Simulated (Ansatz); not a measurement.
# CH3FN2Si: the cost of one run

All numbers below are computed with Ansatz 0.2.0 (UKS B3LYP/def2-SVP).

### Step 1. The structure to begin with

Bond lengths: N1–Si2 1.654 Å, Si2–N3 1.911 Å, Si2–C4 1.771 Å, N3–C4 1.320 Å, C4–F5 1.241 Å, N1–H6 1.089 Å, N1–H7 1.009 Å, Si2–H8 1.476 Å. Angles: N1–Si2–N3 91.0°, N1–Si2–C4 124.0°, N1–Si2–H8 105.8°, N3–Si2–C4 41.8°, N3–Si2–H8 104.1°, C4–Si2–H8 112.6°, Si2–N1–H6 105.9°, Si2–N1–H7 107.1°, H6–N1–H7 99.3°, Si2–N3–C4 63.4°, Si2–C4–N3 74.8°, Si2–C4–F5 151.5°, N3–C4–F5 133.3°.

Coordinates:

```xyz
8

N    -1.4837   -0.4338   -0.0307
Si    0.0525   -0.5224    0.5754
N     0.7008    0.6271   -0.8066
C     1.2713    0.7477    0.3771
F     2.1089    1.5372    0.8416
H    -1.6659    0.6209   -0.2310
H    -1.4485   -0.7769   -0.9794
H     0.5566   -1.8569    0.1978
```

### Step 2. Relaxing end A

Input file input.yaml:

```yaml
crystal:
  periodic: [false, false, false]
  atoms:
    - { symbol: "N", position_ang: [-1.4837, -0.4338, -0.0307] }
    - { symbol: Si, position_ang: [0.0525, -0.5224, 0.5754] }
    - { symbol: "N", position_ang: [0.7008, 0.6271, -0.8066] }
    - { symbol: C, position_ang: [1.2713, 0.7477, 0.3771] }
    - { symbol: F, position_ang: [2.1089, 1.5372, 0.8416] }
    - { symbol: H, position_ang: [-1.6659, 0.6209, -0.231] }
    - { symbol: H, position_ang: [-1.4485, -0.7769, -0.9794] }
    - { symbol: H, position_ang: [0.5566, -1.8569, 0.1978] }
magnetization:
  spin_polarized: true
basis:
  gaussian: { orbitals: def2-SVP }
hamiltonian:
  xc: b3lyp
relax:
  f_tol: 0.02
  max_steps: 50
```

Command:

```console
> ansatz run input.yaml --threads 2 --pin off --max-ram 3072MiB --backend cpu --events-out ev --progress --plain --runs-dir out
```

What time and memory should one allow on 2 threads of Arm Neoverse V1, shared host?

About 43 s, with a peak of 0.24 GiB.
